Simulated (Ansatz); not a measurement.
**SnH2S2F2 (SMILES [F][Sn]([F])([SH])[SH]) at 6 levels**

Wanted: a comparison of 6 runs (HF/STO-3G, BHLYP/def2-SVP, BLYP/def2-SVP, SVWN5/def2-SVP, wB97X/def2-SVP, RPA@PBE/def2-SVP) of SnH2S2F2. 

Program for the calculation: Ansatz 0.2.0.

45 further runs of the same task are left out: 45 set aside as unsound or not needed. Runs told in other sessions of the task aren't counted.

## (1) The molecule

SnH2S2F2 has 7 atoms, charge 0, and is taken as a singlet. SMILES: `[F][Sn]([F])([SH])[SH]`. One bond was lengthened or shortened from a relaxed shape.

Bond lengths: F1–Sn2 2.187 Å, Sn2–F3 1.906 Å, Sn2–S4 2.359 Å, Sn2–S5 2.362 Å, S4–H6 1.346 Å, S5–H7 1.346 Å. Angles: F1–Sn2–F3 102.6°, F1–Sn2–S4 105.1°, F1–Sn2–S5 112.8°, F3–Sn2–S4 113.0°, F3–Sn2–S5 105.0°, S4–Sn2–S5 117.6°, Sn2–S4–H6 91.6°, Sn2–S5–H7 90.4°.

## (2) The energy at HF/STO-3G (run 1)

Contents of input.yaml:

```yaml
crystal:
  periodic: [false, false, false]
  atoms:
    - {symbol: F, position_ang: [0.271291, -2.539750, 0.611662]}
    - {symbol: Sn, position_ang: [0.078900, -0.394700, 0.232400]}
    - {symbol: F, position_ang: [1.629500, 0.318000, 1.082100]}
    - {symbol: S, position_ang: [-1.928000, 0.238900, 1.297200]}
    - {symbol: S, position_ang: [0.326700, 0.156800, -2.051400]}
    - {symbol: H, position_ang: [-1.920300, 1.436500, 0.683700]}
    - {symbol: H, position_ang: [1.628300, 0.436500, -1.851900]}
basis:
  gaussian:
    orbitals: STO-3G
hamiltonian:
  xc: hf
accuracy: high
output: {orbitals: {seedname: orbitals}}
```

Run with:

```bash
$ ansatz run input.yaml --threads 1 --pin off --max-ram 2610MiB --events-out events.jsonl --progress --plain --runs-dir runs
```

What it wrote:

```text
Warning: RAYON_NUM_THREADS=1 ignored (pool sized by the plan → 1); use --threads N
Functional definition: HF
  name "HF"
  exchange = exact_x
  correlation = 0
1134 factors; integrals over basis functions are off by at most 3.1e-8 eV
mean field evaluation 1: about -189030.3406 eV, gradient 2.7e1 eV
mean field evaluation 2: about -189030.4328 eV, gradient 2.7e1 eV
mean field evaluation 4: about -189035.5630 eV, gradient 1.8e0 eV
mean field evaluation 8: about -189035.5795 eV, gradient 9.7e-5 eV
mean field -189035.57945531 eV, -6946.9294120648 hartree, gradient 4.7e-8 eV, S^2 0.000000; 0 other end points of the search recorded, 0 dependent functions left out
reference -189035.57945531 eV, -6946.9294120648 hartree; 51, 51 occupied and 6, 6 virtual orbitals, 1134 factors
Total energy: -189035.57945531 eV, -6946.9294120648 hartree
```

Run time: 1.5 s. Hardware: 1 thread of Arm Neoverse V2, shared host; peak memory 0.17 GiB.

## (3) The energy at BHLYP/def2-SVP (core potential) (run 2)

Contents of job.yaml:

```yaml
basis:
  gaussian: {orbitals: def2-SVP}
crystal:
  periodic: [false, false, false]
  atoms:
    - symbol: F
      position_ang: [0.271291, -2.539750, 0.611662]
    - symbol: Sn
      position_ang: [0.078900, -0.394700, 0.232400]
    - symbol: F
      position_ang: [1.629500, 0.318000, 1.082100]
    - symbol: S
      position_ang: [-1.928000, 0.238900, 1.297200]
    - symbol: S
      position_ang: [0.326700, 0.156800, -2.051400]
    - symbol: H
      position_ang: [-1.920300, 1.436500, 0.683700]
    - symbol: H
      position_ang: [1.628300, 0.436500, -1.851900]
hamiltonian: {xc: {name: BHLYP}}
accuracy: high
output: {orbitals: {seedname: orbitals}}
```

Run with:

```bash
$ ansatz run job.yaml --threads 1 --pin off --max-ram 2610MiB --events-out events.jsonl --progress --plain --runs-dir runs
```

What it wrote:

```text
Warning: RAYON_NUM_THREADS=1 ignored (pool sized by the plan → 1); use --threads N
Functional definition: BHLYP
  name "BHLYP"
  parameter a = 0.5
  exchange = (1 - a)*b88_x + a*exact_x
  correlation = lyp_c
2141 factors; integrals over basis functions are off by at most 7.2e-9 eV
mean field evaluation 1: about -32950.3319 eV, gradient 5.0e1 eV
mean field evaluation 2: about -32944.5902 eV, gradient 8.0e1 eV
mean field evaluation 4: about -32955.0585 eV, gradient 3.3e0 eV
mean field evaluation 8: about -32955.3814 eV, gradient 5.0e-1 eV
mean field evaluation 16: about -32955.3821 eV, gradient 1.1e-4 eV
mean field -32955.38212913 eV, -1211.0879552852 hartree, gradient 7.2e-8 eV, S^2 0.000000; 0 other end points of the search recorded, 0 dependent functions left out
reference -32955.38215782 eV, -1211.0879563396 hartree; 37, 37 occupied and 63, 63 virtual orbitals, 2141 factors
Total energy: -32955.38215782 eV, -1211.0879563396 hartree
```

It took 13 s on 1 thread of Arm Neoverse V2, shared host; peak memory 0.4 GiB.

Run 3 isn't shown in full; the table further down has it.

## (4) A single-point energy at SVWN5/def2-SVP (core potential) (run 4)

input.yaml, as its differences from that of step 2:

```diff
@@ -12,6 +12,6 @@
   gaussian:
-    orbitals: STO-3G
+    orbitals: def2-SVP
+output: {orbitals: {seedname: orbitals}}
 hamiltonian:
-  xc: hf
+  xc: {name: SVWN5}
 accuracy: high
-output: {orbitals: {seedname: orbitals}}
```

Run with:

```bash
$ ansatz run input.yaml --threads 1 --pin off --max-ram 2610MiB --events-out events.jsonl --progress --plain --runs-dir runs
```

What it wrote:

```text
Warning: RAYON_NUM_THREADS=1 ignored (pool sized by the plan → 1); use --threads N
Functional definition: SVWN5
  name "SVWN5"
  exchange = slater_x
  correlation = vwn5_c
2141 factors; integrals over basis functions are off by at most 7.2e-9 eV
mean field evaluation 1: about -32836.5252 eV, gradient 5.3e1 eV
mean field evaluation 2: about -32717.3347 eV, gradient 2.4e2 eV
mean field evaluation 4: about -32839.8974 eV, gradient 3.2e1 eV
mean field evaluation 8: about -32841.6450 eV, gradient 9.1e-1 eV
mean field evaluation 16: about -32841.6455 eV, gradient 2.5e-4 eV
mean field -32841.64550600 eV, -1206.9082114785 hartree, gradient 5.6e-8 eV, S^2 0.000000; 0 other end points of the search recorded, 0 dependent functions left out
reference -32841.64550973 eV, -1206.9082116157 hartree; 37, 37 occupied and 63, 63 virtual orbitals, 2141 factors
Total energy: -32841.64550973 eV, -1206.9082116157 hartree
```

Wall time 5.4 s (1 thread of Arm Neoverse V2, shared host); peak memory 0.26 GiB.

Run 5 isn't shown in full; the table further down has it.

## (5) The energy at RPA@PBE/def2-SVP (core potential) (run 6)

Contents of molecule.yaml:

```yaml
crystal:
  periodic: [false, false, false]
  atoms:
    - symbol: F
      position_ang: [0.271291, -2.539750, 0.611662]
    - symbol: Sn
      position_ang: [0.078900, -0.394700, 0.232400]
    - symbol: F
      position_ang: [1.629500, 0.318000, 1.082100]
    - symbol: S
      position_ang: [-1.928000, 0.238900, 1.297200]
    - symbol: S
      position_ang: [0.326700, 0.156800, -2.051400]
    - symbol: H
      position_ang: [-1.920300, 1.436500, 0.683700]
    - symbol: H
      position_ang: [1.628300, 0.436500, -1.851900]
basis:
  gaussian: {orbitals: def2-SVP}
accuracy: high
hamiltonian: {xc: {name: PBE}}
correlation: {method: rpa, frozen_orbitals: {F: 1, H: 0, S: 5, Sn: 4}}
```

Run with:

```bash
$ ansatz run molecule.yaml --threads 1 --pin off --max-ram 2610MiB --events-out events.jsonl --progress --plain --runs-dir runs
```

What it wrote:

```text
Warning: RAYON_NUM_THREADS=1 ignored (pool sized by the plan → 1); use --threads N
Functional definition: PBE
  name "PBE"
  parameter kappa = 0.804
  parameter beta = 0.06672455060314922
  exchange = pbe_x(kappa = kappa, mu = beta*pi^2/3)
  correlation = pbe_c(beta = beta)
2141 factors; integrals over basis functions are off by at most 7.2e-9 eV
mean field evaluation 1: about -32939.6415 eV, gradient 5.5e1 eV
mean field evaluation 2: about -32939.6415 eV, gradient 5.5e1 eV
mean field evaluation 4: about -32939.7495 eV, gradient 5.2e1 eV
mean field evaluation 8: about -32945.2444 eV, gradient 8.8e-1 eV
mean field evaluation 16: about -32945.2442 eV, gradient 9.6e-4 eV
mean field evaluation 32: about -32827.9817 eV, gradient 1.5e2 eV
mean field -32945.24418535 eV, -1210.7153927229 hartree, gradient 2.3e-8 eV, S^2 0.000000; 1 other end points of the search recorded, 0 dependent functions left out
16 core orbitals not correlated: weight in the atoms' cores, before any rotation towards them, 1.000 or more for the frozen orbitals, at most 0.000 for the correlated occupied ones
reference -32872.51631287 eV, -1208.0426927060 hartree; 21, 21 occupied and 63, 63 virtual orbitals, 2141 factors
Total energy: -32904.42344204 eV, -1209.2152580755 hartree
```

It took 20 s on 1 thread of Arm Neoverse V2, shared host; peak memory 0.47 GiB.

## (6) All runs side by side

```
run                              level  core potential  frozen core orbitals   energy (Eh)  HOMO energy (eV)  LUMO energy (eV)  HOMO–LUMO gap (eV)  wall time
  1                          HF/STO-3G            none                     –  -6946.929412             -7.52              7.24               14.76      1.5 s
  2    BHLYP/def2-SVP (core potential)        def2-SVP                     –  -1211.087956             -9.72             -1.95                7.77       13 s
  3     BLYP/def2-SVP (core potential)        def2-SVP                     –  -1211.169889             -6.92             -3.57                3.35      8.7 s
  4    SVWN5/def2-SVP (core potential)        def2-SVP                     –  -1206.908212             -7.26             -3.99                3.27      5.4 s
  5    wB97X/def2-SVP (core potential)        def2-SVP                     –  -1211.238061            -10.95             -0.85               10.10       39 s
  6  RPA@PBE/def2-SVP (core potential)        def2-SVP                    16  -1209.215258                 –                 –                   –       20 s
```

## (7) Outcome

| quantity | value |
| --- | --- |
| run 6: total energy | -1209.21526 Eh |
| run 6: RPA correlation energy (valence) | -1172.6 mEh |

What this shows: Over runs 1, 2, 3, 4, 5 the HOMO–LUMO gap runs from 3.27 eV (SVWN5/def2-SVP) to 14.76 eV (HF/STO-3G). The two ends differ in method and basis and core potential. Totals of different functionals can't be ranked against each other. Some runs of one species differ in core potentials or relativity; totals across that change don't compare. In run 1 the basis is minimal, so the values are rough. In run 1 relativity is left out where basis or elements ask for it. All runs together took 87 s, the longest 39 s.
